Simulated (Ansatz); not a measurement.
# PbSe2: a single-point run

Wanted: a converged single-point run for PbSe2, and a check of what comes out. The structure is shown as the input types it. The cell is built on a prototype (CdCl2 type) and needn't be the phase found in nature.

Program: Ansatz 0.2.0. Level of theory: density functional or hybrid calculation with the settings of its input, plane waves (as first typed). These are calculated values, not measurements.

2 further runs of the same task are left out: 2 that didn't finish.

## (1) Starting point

It takes space group R-3m (No. 166, trigonal). Conventional cell: a = 4.030 Å, b = 4.030 Å, c = 17.141 Å, α = 90.00°, β = 90.00°, γ = 120.00°. Around Pb (site symmetry -3m) lie 6 Se at 2.86 Å. Se (site symmetry 3m) is surrounded by 3 Pb at 2.86 Å.

Structure file:

```
Pb Se
1.0
     2.01505    1.16339    5.71372
    -2.01505    1.16339    5.71372
     0.00000   -2.32678    5.71372
Pb Se
1 2
Direct
  0.00000 0.00000 0.00000
  0.23628 0.23628 0.23628
  0.76372 0.76372 0.76372
```

## (2) Running it

input.yaml reads:

```yaml
crystal:
  lattice:
    - [2.0150468105, 1.1633878185, 5.7137171054]
    - [-2.0150468105, 1.1633878185, 5.7137171054]
    - [0.0, -2.3267756369, 5.7137171054]
  atoms:
    - { symbol: Pb, position: [0.0, 0.0, 0.0] }
    - { symbol: Se, position: [0.2362761241, 0.2362761241, 0.2362761241] }
    - { symbol: Se, position: [0.7637238759, 0.7637238759, 0.7637238759] }
kpoints:
  mp_grid: { grid: [6, 6, 6] }
hamiltonian:
  xc: pbesol
scf:
  occupations: { method: fermi_dirac, width: 0.02 }
  n_extra_bands: 4
  max_iter: 79
output:
  forces: true
  stress: true
  eigenvalues: true
basis:
  ecutrho_ratio: 2
```

Command:

```sh
$ ansatz run input.yaml --threads 4 --pin off --max-ram 3686MiB --backend cpu --events-out ev --progress --plain --runs-dir out
```

Q: Will this input give a usable result? If not, why, and what should change?

The program finished normally, with warnings (cutoff below recommended). Its log warns: «basis.ecutrho_ratio = 2 (ecutrho = 840 eV) is below the records' recommended 1680 eV»

In the input, basis.ecutrho_ratio is 2. The density grid can't hold the products of the orbitals.

The test: delete basis.ecutrho_ratio (the default then holds).
